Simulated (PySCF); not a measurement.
# CH₆GeN₂O: NMR shifts at several levels of theory, part 1 of 2

How much do the NMR shifts of CH₆GeN₂O (`[NH2][GeH2][NH]C=O`) depend on the level of theory, and what does each level cost?

Programs: PySCF 2.14.0, with density-fitted response routines of our own. Each step states its level of theory. These are calculated values for one molecule in the gas phase, unless marked as measured. Atoms are numbered from 0 throughout.

### Step 1. The starting structure

11 atoms, charge 0, multiplicity 1; geometry from: PBE0-D3(BJ)/def2-SVP.

Bonds of the start (Å): N0–Ge1 1.82, Ge1–N2 1.87, N2–C3 1.35, C3–O4 1.22, N0–H5 1.02, N0–H6 1.02, Ge1–H7 1.54, Ge1–H8 1.54, N2–H9 1.01, C3–H10 1.12.

### Step 2. Shielding tensors: HF/pcSseg-2

Job settings and geometry (Å):

```
{"job": {"kind": "nmr", "xc": "HF", "basis": "pcSseg-2", "pop": false}, "charge": 0, "multiplicity": 1}
N     -1.612202     0.777150     0.496560
Ge    -0.727519    -0.787297     0.193610
N      1.035350    -0.506050     0.755406
C      1.704219     0.511866     0.171105
O      1.221587     1.209812    -0.699174
H     -1.236099     1.528289    -0.079515
H     -2.620329     0.730415     0.374062
H     -1.290093    -1.869791     1.129955
H     -0.661059    -1.285055    -1.262452
H      1.481832    -1.004203     1.516512
H      2.743676     0.666125     0.548621
```

With the program's defaults for keys left out, this is: GIAO HF/pcSseg-2 NMR shielding, non-relativistic, gas phase.

Command:

```
$ OMP_NUM_THREADS=1 python probes_run.py task.json out
```

The driver reads the jobs from task.json and runs them one after another.

The log of the run:

```text
final grid: 89672 points
cycle   1  E = -2300.4823221395  dE = -5.798e-02  |g| = 9.535e-01  |ddm| = 2.280e+00
cycle   2  E = -2300.5640576696  dE = -8.174e-02  |g| = 7.297e-01  |ddm| = 7.506e-01
cycle   3  E = -2300.6350285074  dE = -7.097e-02  |g| = 7.626e-02  |ddm| = 3.495e-01
cycle   4  E = -2300.6369372143  dE = -1.909e-03  |g| = 3.220e-02  |ddm| = 7.227e-02
cycle   5  E = -2300.6372112445  dE = -2.740e-04  |g| = 1.077e-02  |ddm| = 2.926e-02
cycle   6  E = -2300.6372683139  dE = -5.707e-05  |g| = 4.618e-03  |ddm| = 1.327e-02
cycle   7  E = -2300.6372828169  dE = -1.450e-05  |g| = 2.070e-03  |ddm| = 7.727e-03
cycle   8  E = -2300.6372860502  dE = -3.233e-06  |g| = 6.934e-04  |ddm| = 4.164e-03
cycle   9  E = -2300.6372863212  dE = -2.711e-07  |g| = 1.790e-04  |ddm| = 1.120e-03
cycle  10  E = -2300.6372863382  dE = -1.694e-08  |g| = 6.486e-05  |ddm| = 2.426e-04
cycle  11  E = -2300.6372863406  dE = -2.403e-09  |g| = 1.760e-05  |ddm| = 9.915e-05
cycle  12  E = -2300.6372863407  dE = -1.619e-10  |g| = 7.878e-06  |ddm| = 2.387e-05
converged SCF energy = -2300.6372863407

GIAO shielding tensors (ppm)
atom      isotropic    diamagn.    paramagn.     s11        s22        s33       span
  0 N      262.301     311.590     -49.290    236.654    259.555    290.693     54.039
  1 Ge    1557.899    2753.279   -1195.381   1474.949   1536.844   1661.904    186.955
  2 N      151.747     321.306    -169.559     42.177    178.731    234.333    192.156
  3 C       14.195     244.935    -230.740    -82.512     17.528    107.568    190.080
  4 O      -66.218     401.304    -467.522   -325.792   -203.515    330.653    656.445
  5 H       30.182      31.658      -1.476     20.644     27.871     42.033     21.388
  6 H       31.795      30.340       1.455     23.782     26.406     45.196     21.414
  7 H       27.413      29.260      -1.846     21.354     22.316     38.571     17.217
  8 H       26.613      29.849      -3.236     20.652     21.562     37.624     16.972
  9 H       27.083      31.818      -4.736     21.857     25.674     33.717     11.860
 10 H       23.501      26.066      -2.565     19.767     23.604     27.133      7.366
```

It took 34 s on 1 thread of Arm Neoverse V1, shared host; peak memory 1.2 GiB.

The references, computed at this level on geometries of the same kind, shield at (ppm): 1H TMS 31.68, 13C TMS 191.5, 15N NH3 260.7, 17O H2O 326.3, 73Ge GeMe4 1493. Their shielding less the atom's gives the shift. The references are single molecules in the gas phase, so shifts against H2O, NH3, PH3, H3PO4 or CFCl3 are not on the usual liquid scales and can be off by tens of ppm. Atoms listed in one row are averaged.

```
 atoms                            environment  σ (ppm)  δ (ppm)
    C3                  amide carbonyl carbon     14.2    177.3
   H10   hydrogen on an amide carbonyl carbon    23.50     8.18
H7, H8  hydrogen on a germanium bonded to 2 N    27.01     4.67
    H9     hydrogen on an amide-type nitrogen    27.08     4.60
H5, H6    hydrogen on a nitrogen bonded to Ge    30.99     0.69
    N2                    amide-type nitrogen    151.7    109.0
    N0             nitrogen bonded to Ge, 2 H    262.3     -1.6
   Ge1           germanium bonded to 2 N, 2 H     1558      -65
    O4             amide-type carbonyl oxygen    -66.2    392.5
```

### Step 3. Shielding tensors: LDA/pcSseg-2

Settings changed since step 2:

```diff
@@ -1,2 +1,2 @@
-{"job": {"kind": "nmr", "xc": "HF", "basis": "pcSseg-2", "pop": false}, "charge": 0, "multiplicity": 1}
+{"job": {"kind": "nmr", "xc": "LDA", "basis": "pcSseg-2", "pop": false}, "charge": 0, "multiplicity": 1}
 N     -1.612202     0.777150     0.496560
```

With the program's defaults for keys left out, this is: GIAO LDA/pcSseg-2 NMR shielding, non-relativistic, gas phase.

The log of the run:

```text
coarse grid: 42848 points
cycle   1  E = -2298.4163283556  dE = -5.337e-02  |g| = 1.695e+00  |ddm| = 2.428e+00
cycle   2  E = -2295.9001842026  dE =  2.516e+00  |g| = 3.675e+00  |ddm| = 5.741e+00
cycle   3  E = -2298.3534897901  dE = -2.453e+00  |g| = 1.311e+00  |ddm| = 5.719e+00
cycle   4  E = -2298.6798799322  dE = -3.264e-01  |g| = 2.694e-01  |ddm| = 7.006e-01
cycle   5  E = -2298.6774390749  dE =  2.441e-03  |g| = 3.045e-01  |ddm| = 3.295e-01
cycle   6  E = -2298.6958193244  dE = -1.838e-02  |g| = 3.587e-02  |ddm| = 1.639e-01
cycle   7  E = -2298.6960626196  dE = -2.433e-04  |g| = 1.011e-02  |ddm| = 3.297e-02
cycle   8  E = -2298.6960830411  dE = -2.042e-05  |g| = 4.705e-03  |ddm| = 9.866e-03
cycle   9  E = -2298.6960874002  dE = -4.359e-06  |g| = 1.021e-03  |ddm| = 3.247e-03
final grid: 89672 points
cycle  10  E = -2298.6961021271  dE =  4.487e-07  |g| = 1.939e-03  |ddm| = 2.906e-03
cycle  11  E = -2298.6960992609  dE =  2.866e-06  |g| = 4.248e-03  |ddm| = 3.815e-03
cycle  12  E = -2298.6961028604  dE = -3.600e-06  |g| = 3.596e-04  |ddm| = 2.618e-03
cycle  13  E = -2298.6961028826  dE = -2.219e-08  |g| = 1.093e-04  |ddm| = 2.368e-04
cycle  14  E = -2298.6961028842  dE = -1.604e-09  |g| = 5.377e-05  |ddm| = 8.806e-05
cycle  15  E = -2298.6961028848  dE = -5.402e-10  |g| = 3.263e-06  |ddm| = 2.873e-05
converged SCF energy = -2298.6961028848

GIAO shielding tensors (ppm)
atom      isotropic    diamagn.    paramagn.     s11        s22        s33       span
  0 N      242.440     312.542     -70.102    212.461    246.521    268.338     55.877
  1 Ge    1286.000    2756.258   -1470.258   1161.238   1261.625   1435.138    273.900
  2 N      113.371     319.410    -206.039      0.709    145.602    193.801    193.092
  3 C        7.365     247.312    -239.947    -79.748     16.749     85.094    164.841
  4 O     -108.345     401.881    -510.226   -380.224   -215.351    270.541    650.765
  5 H       29.209      31.276      -2.066     20.069     27.674     39.885     19.816
  6 H       30.845      29.716       1.129     23.335     25.939     43.260     19.926
  7 H       25.605      27.942      -2.337     19.794     20.569     36.450     16.656
  8 H       24.304      28.271      -3.967     18.058     19.339     35.516     17.458
  9 H       25.615      31.624      -6.010     21.399     25.013     30.431      9.033
 10 H       22.019      26.691      -4.672     18.283     21.562     26.211      7.929
```

It took 51 s on 1 thread of Arm Neoverse V1, shared host; peak memory 1 GiB.

Key values: δ C3 172.9, N2 153.3, N0 24.2, Ge1 -58, H10 8.75, H7 5.82 ppm (means over like atoms).

### Step 4. Nuclear shieldings: PBE/pcSseg-2

Settings changed since step 3:

```diff
@@ -1,2 +1,2 @@
-{"job": {"kind": "nmr", "xc": "LDA", "basis": "pcSseg-2", "pop": false}, "charge": 0, "multiplicity": 1}
+{"job": {"kind": "nmr", "xc": "PBE", "basis": "pcSseg-2", "pop": false}, "charge": 0, "multiplicity": 1}
 N     -1.612202     0.777150     0.496560
```

With the program's defaults for keys left out, this is: GIAO PBE/pcSseg-2 NMR shielding, non-relativistic, gas phase.

The log of the run:

```text
coarse grid: 42848 points
cycle   1  E = -2302.7791281897  dE = -4.118e-02  |g| = 1.623e+00  |ddm| = 2.337e+00
cycle   2  E = -2300.2113080448  dE =  2.568e+00  |g| = 3.608e+00  |ddm| = 6.327e+00
cycle   3  E = -2302.7304980115  dE = -2.519e+00  |g| = 1.266e+00  |ddm| = 6.300e+00
cycle   4  E = -2303.0396604624  dE = -3.092e-01  |g| = 2.536e-01  |ddm| = 6.895e-01
cycle   5  E = -2303.0379233114  dE =  1.737e-03  |g| = 2.853e-01  |ddm| = 3.278e-01
cycle   6  E = -2303.0540686614  dE = -1.615e-02  |g| = 3.385e-02  |ddm| = 1.581e-01
cycle   7  E = -2303.0542734411  dE = -2.048e-04  |g| = 1.084e-02  |ddm| = 3.082e-02
cycle   8  E = -2303.0542964364  dE = -2.300e-05  |g| = 5.016e-03  |ddm| = 9.994e-03
cycle   9  E = -2303.0543014454  dE = -5.009e-06  |g| = 8.344e-04  |ddm| = 3.546e-03
final grid: 89672 points
cycle  10  E = -2303.0543252351  dE =  8.733e-08  |g| = 1.374e-03  |ddm| = 3.642e-03
cycle  11  E = -2303.0543240210  dE =  1.214e-06  |g| = 2.783e-03  |ddm| = 2.731e-03
cycle  12  E = -2303.0543256150  dE = -1.594e-06  |g| = 3.079e-04  |ddm| = 1.791e-03
cycle  13  E = -2303.0543256348  dE = -1.982e-08  |g| = 1.250e-04  |ddm| = 2.745e-04
cycle  14  E = -2303.0543256374  dE = -2.613e-09  |g| = 3.769e-05  |ddm| = 8.531e-05
cycle  15  E = -2303.0543256377  dE = -2.260e-10  |g| = 4.857e-06  |ddm| = 1.967e-05
converged SCF energy = -2303.0543256377

GIAO shielding tensors (ppm)
atom      isotropic    diamagn.    paramagn.     s11        s22        s33       span
  0 N      240.677     311.830     -71.153    212.184    245.494    264.354     52.170
  1 Ge    1333.506    2756.210   -1422.704   1218.847   1308.605   1473.066    254.219
  2 N      117.902     318.237    -200.335     10.391    146.581    196.733    186.342
  3 C       11.985     247.507    -235.522    -75.660     26.402     85.211    160.871
  4 O      -96.484     401.899    -498.382   -352.749   -204.311    267.609    620.358
  5 H       29.737      31.619      -1.883     20.749     28.255     40.205     19.456
  6 H       31.303      30.077       1.225     23.959     26.547     43.402     19.444
  7 H       26.321      28.713      -2.392     20.548     21.305     37.109     16.561
  8 H       25.027      29.132      -4.106     18.858     20.100     36.122     17.264
  9 H       26.203      31.684      -5.481     21.996     25.607     31.005      9.010
 10 H       22.452      26.553      -4.101     18.831     21.914     26.610      7.779
```

It took 63 s on 1 thread of Arm Neoverse V1, shared host; peak memory 1.1 GiB.

Key values: δ C3 167.4, N2 143.1, N0 20.4, Ge1 -64, H10 8.73, H7 5.50 ppm (means over like atoms).

### Step 5. Nuclear shieldings: BLYP/pcSseg-2

Settings changed since step 4:

```diff
@@ -1,2 +1,2 @@
-{"job": {"kind": "nmr", "xc": "PBE", "basis": "pcSseg-2", "pop": false}, "charge": 0, "multiplicity": 1}
+{"job": {"kind": "nmr", "xc": "BLYP", "basis": "pcSseg-2", "pop": false}, "charge": 0, "multiplicity": 1}
 N     -1.612202     0.777150     0.496560
```

Level: GIAO BLYP/pcSseg-2 NMR shielding, non-relativistic, gas phase.

The log of the run:

```text
coarse grid: 42848 points
cycle   1  E = -2303.3224597418  dE = -8.225e-03  |g| = 1.692e+00  |ddm| = 2.336e+00
cycle   2  E = -2300.4037280369  dE =  2.919e+00  |g| = 3.779e+00  |ddm| = 7.234e+00
cycle   3  E = -2303.2637788479  dE = -2.860e+00  |g| = 1.341e+00  |ddm| = 7.211e+00
cycle   4  E = -2303.6104158226  dE = -3.466e-01  |g| = 2.797e-01  |ddm| = 7.109e-01
cycle   5  E = -2303.6076212466  dE =  2.795e-03  |g| = 3.260e-01  |ddm| = 3.735e-01
cycle   6  E = -2303.6285167218  dE = -2.090e-02  |g| = 3.624e-02  |ddm| = 1.781e-01
cycle   7  E = -2303.6287276783  dE = -2.110e-04  |g| = 1.192e-02  |ddm| = 3.377e-02
cycle   8  E = -2303.6287542675  dE = -2.659e-05  |g| = 6.648e-03  |ddm| = 1.189e-02
cycle   9  E = -2303.6287629759  dE = -8.708e-06  |g| = 1.170e-03  |ddm| = 4.416e-03
final grid: 89672 points
cycle  10  E = -2303.6287915128  dE =  1.425e-06  |g| = 3.086e-03  |ddm| = 4.160e-03
cycle  11  E = -2303.6287748178  dE =  1.669e-05  |g| = 9.692e-03  |ddm| = 7.272e-03
cycle  12  E = -2303.6287933234  dE = -1.851e-05  |g| = 6.897e-04  |ddm| = 5.610e-03
cycle  13  E = -2303.6287934167  dE = -9.331e-08  |g| = 1.633e-04  |ddm| = 5.311e-04
cycle  14  E = -2303.6287934226  dE = -5.833e-09  |g| = 2.788e-05  |ddm| = 1.214e-04
cycle  15  E = -2303.6287934226  dE = -6.594e-11  |g| = 5.197e-06  |ddm| = 1.041e-05
converged SCF energy = -2303.6287934226

GIAO shielding tensors (ppm)
atom      isotropic    diamagn.    paramagn.     s11        s22        s33       span
  0 N      234.894     311.455     -76.561    205.982    241.584    257.115     51.133
  1 Ge    1312.181    2754.851   -1442.671   1199.148   1285.919   1451.475    252.326
  2 N      112.652     317.550    -204.898      3.767    140.752    193.437    189.671
  3 C        7.352     245.633    -238.281    -82.005     23.675     80.386    162.392
  4 O      -99.246     401.418    -500.664   -354.082   -206.406    262.751    616.833
  5 H       29.857      31.784      -1.927     21.065     28.527     39.979     18.914
  6 H       31.429      30.459       0.970     24.303     26.845     43.139     18.836
  7 H       26.567      28.665      -2.098     20.822     21.565     37.314     16.492
  8 H       25.243      28.919      -3.677     19.094     20.353     36.280     17.186
  9 H       26.467      32.254      -5.787     22.427     25.957     31.018      8.591
 10 H       22.629      27.065      -4.436     19.020     22.136     26.730      7.711
```

Wall time 64 s (1 thread of Arm Neoverse V1, shared host); peak memory 1.1 GiB.

This run: δ C3 167.7, N2 144.9, N0 22.7, Ge1 -75, H10 8.75, H7 5.47 ppm (means over like atoms).

### Step 6. Shielding tensors: BP86/pcSseg-2

Settings changed since step 5:

```diff
@@ -1,2 +1,2 @@
-{"job": {"kind": "nmr", "xc": "BLYP", "basis": "pcSseg-2", "pop": false}, "charge": 0, "multiplicity": 1}
+{"job": {"kind": "nmr", "xc": "BP86", "basis": "pcSseg-2", "pop": false}, "charge": 0, "multiplicity": 1}
 N     -1.612202     0.777150     0.496560
```

Method: GIAO BP86/pcSseg-2 NMR shielding, non-relativistic, gas phase.

The log of the run:

```text
coarse grid: 42848 points
cycle   1  E = -2303.6271351046  dE = -3.308e-02  |g| = 1.624e+00  |ddm| = 2.326e+00
cycle   2  E = -2301.1867313121  dE =  2.440e+00  |g| = 3.578e+00  |ddm| = 5.552e+00
cycle   3  E = -2303.6038429181  dE = -2.417e+00  |g| = 1.219e+00  |ddm| = 5.520e+00
cycle   4  E = -2303.8904539761  dE = -2.866e-01  |g| = 2.505e-01  |ddm| = 6.751e-01
cycle   5  E = -2303.8906971065  dE = -2.431e-04  |g| = 2.611e-01  |ddm| = 3.006e-01
cycle   6  E = -2303.9040656242  dE = -1.337e-02  |g| = 3.482e-02  |ddm| = 1.439e-01
cycle   7  E = -2303.9042902581  dE = -2.246e-04  |g| = 1.038e-02  |ddm| = 3.021e-02
cycle   8  E = -2303.9043112698  dE = -2.101e-05  |g| = 4.701e-03  |ddm| = 9.193e-03
cycle   9  E = -2303.9043155180  dE = -4.248e-06  |g| = 1.017e-03  |ddm| = 3.159e-03
final grid: 89672 points
cycle  10  E = -2303.9043399961  dE =  4.664e-07  |g| = 2.024e-03  |ddm| = 3.811e-03
cycle  11  E = -2303.9043358360  dE =  4.160e-06  |g| = 5.032e-03  |ddm| = 4.473e-03
cycle  12  E = -2303.9043406797  dE = -4.844e-06  |g| = 8.814e-04  |ddm| = 3.244e-03
cycle  13  E = -2303.9043408284  dE = -1.487e-07  |g| = 1.322e-04  |ddm| = 4.942e-04
cycle  14  E = -2303.9043408326  dE = -4.215e-09  |g| = 3.815e-05  |ddm| = 1.139e-04
cycle  15  E = -2303.9043408328  dE = -2.033e-10  |g| = 3.300e-06  |ddm| = 1.765e-05
converged SCF energy = -2303.9043408328

GIAO shielding tensors (ppm)
atom      isotropic    diamagn.    paramagn.     s11        s22        s33       span
  0 N      239.746     312.141     -72.395    211.514    244.633    263.091     51.577
  1 Ge    1323.539    2756.103   -1432.564   1208.094   1299.664   1462.860    254.767
  2 N      118.035     318.554    -200.518     11.166    146.405    196.535    185.369
  3 C       12.077     247.443    -235.366    -75.395     26.451     85.176    160.571
  4 O      -93.944     400.744    -494.687   -348.490   -203.372    270.031    618.521
  5 H       29.767      31.661      -1.894     20.819     28.327     40.156     19.337
  6 H       31.335      30.144       1.191     24.022     26.613     43.372     19.350
  7 H       26.342      28.664      -2.322     20.574     21.334     37.118     16.543
  8 H       25.045      29.008      -3.963     18.874     20.116     36.145     17.271
  9 H       26.279      31.839      -5.560     22.037     25.706     31.094      9.057
 10 H       22.527      26.636      -4.108     18.940     21.983     26.659      7.719
```

It took 77 s on 1 thread of Arm Neoverse V1, shared host; peak memory 1.1 GiB.

Key values: δ C3 167.1, N2 141.2, N0 19.5, Ge1 -65, H10 8.71, H7 5.54 ppm (means over like atoms).

### Step 7. Shielding tensors: OPBE/pcSseg-2

Settings changed since step 6:

```diff
@@ -1,2 +1,2 @@
-{"job": {"kind": "nmr", "xc": "BP86", "basis": "pcSseg-2", "pop": false}, "charge": 0, "multiplicity": 1}
+{"job": {"kind": "nmr", "xc": "OPBE", "basis": "pcSseg-2", "pop": false}, "charge": 0, "multiplicity": 1}
 N     -1.612202     0.777150     0.496560
```

Method: GIAO OPBE/pcSseg-2 NMR shielding, non-relativistic, gas phase.

The log of the run:

```text
coarse grid: 42848 points
cycle   1  E = -2303.8757476593  dE = -1.040e-01  |g| = 1.349e+00  |ddm| = 2.343e+00
cycle   2  E = -2301.5574183521  dE =  2.318e+00  |g| = 3.242e+00  |ddm| = 7.078e+00
cycle   3  E = -2303.8907668600  dE = -2.333e+00  |g| = 1.004e+00  |ddm| = 7.020e+00
cycle   4  E = -2304.0876644353  dE = -1.969e-01  |g| = 2.547e-01  |ddm| = 6.387e-01
cycle   5  E = -2304.0944203149  dE = -6.756e-03  |g| = 1.818e-01  |ddm| = 2.625e-01
cycle   6  E = -2304.1007861824  dE = -6.366e-03  |g| = 3.611e-02  |ddm| = 1.128e-01
cycle   7  E = -2304.1009944573  dE = -2.083e-04  |g| = 1.175e-02  |ddm| = 2.662e-02
cycle   8  E = -2304.1010209694  dE = -2.651e-05  |g| = 4.617e-03  |ddm| = 9.621e-03
cycle   9  E = -2304.1010249523  dE = -3.983e-06  |g| = 1.135e-03  |ddm| = 3.489e-03
final grid: 89672 points
cycle  10  E = -2304.1010955885  dE =  3.606e-07  |g| = 2.154e-03  |ddm| = 5.501e-03
cycle  11  E = -2304.1010903425  dE =  5.246e-06  |g| = 5.455e-03  |ddm| = 5.388e-03
cycle  12  E = -2304.1010964357  dE = -6.093e-06  |g| = 9.199e-04  |ddm| = 3.814e-03
cycle  13  E = -2304.1010966047  dE = -1.690e-07  |g| = 1.389e-04  |ddm| = 5.572e-04
cycle  14  E = -2304.1010966094  dE = -4.699e-09  |g| = 3.360e-05  |ddm| = 1.261e-04
cycle  15  E = -2304.1010966096  dE = -2.046e-10  |g| = 1.017e-05  |ddm| = 2.617e-05
converged SCF energy = -2304.1010966096

GIAO shielding tensors (ppm)
atom      isotropic    diamagn.    paramagn.     s11        s22        s33       span
  0 N      246.856     312.025     -65.169    219.184    251.475    269.908     50.724
  1 Ge    1372.346    2759.476   -1387.130   1265.013   1348.597   1503.428    238.416
  2 N      128.110     318.514    -190.404     25.623    155.541    203.167    177.544
  3 C       22.351     250.615    -228.264    -61.942     37.109     91.885    153.827
  4 O      -79.531     404.125    -483.655   -326.652   -187.971    276.032    602.684
  5 H       29.860      31.558      -1.698     20.762     28.144     40.673     19.911
  6 H       31.401      29.685       1.716     23.924     26.516     43.763     19.838
  7 H       26.463      29.364      -2.901     20.694     21.464     37.230     16.536
  8 H       25.252      30.152      -4.900     19.167     20.320     36.268     17.101
  9 H       26.187      30.745      -4.558     21.823     25.460     31.278      9.455
 10 H       22.538      25.720      -3.182     18.956     21.875     26.782      7.826
```

Run time: 70 s. Hardware: 1 thread of Arm Neoverse V1, shared host; peak memory 1.1 GiB.

This run: δ C3 162.1, N2 134.7, N0 16.0, Ge1 -57, H10 8.66, H7 5.34 ppm (means over like atoms).

(Continued in part 2 of 2.)
